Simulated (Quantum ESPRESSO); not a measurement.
## BPd4 under changes of volume

One of the cells (14.786 Å³/atom); the others are scaled copies at fixed shape and fractional positions:

```xyz
5
Lattice="2.8920 0.0000 0.0000 0.0000 4.3650 0.0000 0.0000 0.0000 5.8563" Properties=species:S:1:pos:R:3 pbc="T T T"
Pd    1.4460    0.0000    1.1571
Pd    0.0000    0.0000    3.6278
Pd    0.0000    2.1825    1.9277
Pd    1.4460    2.1825    5.0807
B     1.4460    0.0000    5.0553
```

The cell comes from a database or a generator and needn't be the stable form of this composition.

| Item | Value |
| --- | --- |
| Program | Quantum ESPRESSO 7.5 |
| Functional | PBEsol |
| Potentials or basis | GBRV 1.5 PBEsol |
| Cutoff | 612 eV |
| Density cutoff | 4898 eV |
| k mesh | 9 × 6 × 5 |
| Occupations | fermi-dirac, width 0.05 eV |
| Spin | no spin polarisation |

```tsv
volume (Å³/atom)	energy over the lowest point (meV/atom)	pressure (GPa)
13.899	0.73	2.1
14.194	0.00	-1.8
14.490	6.10	-5.3
14.786	18.20	-8.3
15.081	?	?
15.377	57.57	-13.3
15.673	83.63	-15.4
```

Problem. What does the run at 15.081 Å³/atom give?

Solution. Energy over the lowest point 35.57 meV/atom; pressure -11.0 GPa.

Worked out: A Birch-Murnaghan fit of order 3 (a polynomial in V^(-2/3)) to the other rows has its minimum at 14.07 Å³/atom with B0 = V·E''(V) = 186 GPa and B' = 5.2 at fixed shape and positions, which overstates the stiffness. It gives 35.54 meV/atom at 15.081 Å³/atom, against the run's 35.57, and -dE/dV = -10.7 GPa, against -11.0.

Energies are extrapolated to zero smearing.
